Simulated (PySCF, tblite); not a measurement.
**C4H7BrN2Si: geometry, infrared bands and NMR shifts**

What infrared bands and NMR shifts should C4H7BrN2Si (`Br[SiH2]Cn1ccnc1`) show?

Programs: tblite 0.8.0 and PySCF 2.14.0, with density-fitted response routines of our own. Each step states its level of theory. These are calculated values for one molecule in the gas phase, unless marked as measured. Atoms are numbered from 0 throughout.

### Step 1. The starting structure

15 atoms, charge 0, multiplicity 1; geometry from: force field or distance geometry start.

Bonds of the start (Å): Br0–Si1 2.23, Si1–C2 1.83, C2–N3 1.46, N3–C4 1.36, C4–C5 1.37, C5–N6 1.37, N6–C7 1.32, C7–N3 1.37, Si1–H8 1.50, Si1–H9 1.49, C2–H10 1.09, C2–H11 1.10, C4–H12 1.08, C5–H13 1.07, C7–H14 1.08.

### Step 2. Geometry optimisation with GFN2-xTB

What the job is given:

```
{"job": {"kind": "relax", "xc": "GFN2-xTB", "basis": "xTB"}, "charge": 0, "multiplicity": 1}
Br     4.148200     0.097100    -0.390900
Si     2.109800     0.149700     0.511300
C      0.878200    -0.156600    -0.801000
N     -0.483400    -0.130900    -0.280800
C     -1.326000     0.937300    -0.221700
C     -2.495600     0.455000     0.315300
N     -2.381800    -0.881200     0.580800
C     -1.166200    -1.215700     0.204800
H      2.065100    -0.918000     1.562200
H      1.926400     1.474100     1.162300
H      1.011600    -1.126400    -1.291400
H      0.913500     0.608600    -1.585900
H     -1.048100     1.926300    -0.562200
H     -3.398800     0.998100     0.525300
H     -0.757400    -2.209400     0.250100
```

Run with:

```
OMP_NUM_THREADS=1 python probes_run.py task.json out
```

One launch serves the whole session: the jobs run in the order shown.

**Question.** This job is followed by: GFN2-xTB harmonic vibrations, gas phase; GIAO PBE0/pcSseg-1 NMR shielding, non-relativistic, gas phase. What will the session give for the following? strongest single infrared mode (GFN2-xTB); zero-point energy (GFN2-xTB); 13C shifts against TMS (PBE0/pcSseg-1); 1H shifts against TMS (PBE0/pcSseg-1, means over atoms taken as alike); 79Br shifts against HBr (PBE0/pcSseg-1); 29Si shifts against TMS (PBE0/pcSseg-1); 15N shifts against NH3 (PBE0/pcSseg-1); surface potential, 1st and 99th percentile.

**Answer**, as computed:

| quantity | value |
| --- | --- |
| strongest single infrared mode (GFN2-xTB) | 718 cm⁻¹, 387 km/mol |
| zero-point energy (GFN2-xTB) | 65.6 kcal/mol |
| 13C shifts against TMS (PBE0/pcSseg-1) | 139.5, 136.6, 122.5, 38.5 ppm |
| 1H shifts against TMS (PBE0/pcSseg-1, means over atoms taken as alike) | 7.27, 7.22, 6.74, 5.13, 4.12 ppm |
| 79Br shifts against HBr (PBE0/pcSseg-1) | -156 ppm |
| 29Si shifts against TMS (PBE0/pcSseg-1) | -20.4 ppm |
| 15N shifts against NH3 (PBE0/pcSseg-1) | 310.8, 183.7 ppm |
| surface potential, 1st and 99th percentile | -2.00 V and 1.47 V |

In words: The optimisation took 46 steps and gained 0.158 eV; among the close pairs (by a distance rule), Si1–C2 changed most, from 1.826 to 1.911 Å. No mode is imaginary among the 39: a minimum at this level. The strongest single mode, at 718 cm⁻¹, moves mainly H9 and H8. Unscaled tight-binding wavenumbers are off by several per cent, some by more. Its intensities can rank the bands wrongly. At PBE0/pcSseg-1: The largest span, 509 ppm, is at N6, where the paramagnetic term is -376 ppm. NICS(1)zz of -30 ppm above the planar ring from N3 marks a diatropic (aromatic) ring current. Spin-orbit coupling is left out, which matters for shieldings and couplings at and beside the heavy atoms.
